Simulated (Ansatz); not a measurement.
# CdSe: the cost of one run

Computed with Ansatz 0.2.0 (DFT LDA, scalar-relativistic, plane waves, PAW, unless a step's input says otherwise).

The COD entry's cell or inner coordinates are ideal or old and differ from later refinements, so a difference from it is no clean test against experiment.

1 further run of the same task is left out (set aside as unsound or not needed).

## (1) The starting structure

The structure is hexagonal, space group P6_3mc (No. 186). Conventional cell: a = 4.247 Å, b = 4.247 Å, c = 6.942 Å, α = 90.00°, β = 90.00°, γ = 120.00°. Around Cd (site symmetry 3m) lie 4 Se at 2.60 to 2.61 Å. Se (site symmetry 3m) has 4 Cd at 2.60 to 2.61 Å as nearest neighbours.

Structure file:

```
CELL_PARAMETERS angstrom
4.24691 0.00000 0.00000
-2.12345 3.67793 0.00000
0.00000 0.00000 6.94241
ATOMIC_POSITIONS crystal
Cd 0.33333 0.66667 0.00486
Cd 0.66667 0.33333 0.50486
Se 0.33333 0.66667 0.38014
Se 0.66667 0.33333 0.88014
```

This cell was relaxed beforehand with the same method: volume 27.11 Å³/atom, gap on the mesh 0.46 eV.

## (2) A stricter relaxation

Response runs need a geometry at rest under their own mesh and occupations; hence this stricter relaxation.

input.yaml

```yaml
crystal:
  lattice:
    - [4.2469054992, 0.0, 0.0]
    - [-2.1234527496, 3.6779280498, 0.0]
    - [0.0, 0.0, 6.9424117825]
  atoms:
    - { symbol: Cd, position: [0.3333333333, 0.6666666667, 0.0048635331] }
    - { symbol: Cd, position: [0.6666666667, 0.3333333333, 0.5048635331] }
    - { symbol: Se, position: [0.3333333333, 0.6666666667, 0.3801364669] }
    - { symbol: Se, position: [0.6666666667, 0.3333333333, 0.8801364669] }
basis:
  ecutwfc: 420
kpoints:
  mp_grid: { grid: [12, 12, 6] }
hamiltonian:
  xc: lda
scf:
  occupations: { method: fixed }
output:
  forces: true
  stress: true
  eigenvalues: true
relax:
  adjacent_minimum: "off"
  f_tol: 0.001
  max_steps: 60
  cell: { stress_tol: 0.01 }
```

Started as:

```
$ ansatz run input.yaml --threads 1 --pin off --max-ram 3072MiB --backend cpu --events-out ev --progress --plain --runs-dir out
```

Q: Estimate wall time and peak memory on 1 thread of Intel Xeon at 2.50GHz (Skylake/Cascade Lake), shared host.

About 2.9 min, with a peak of 0.54 GiB.
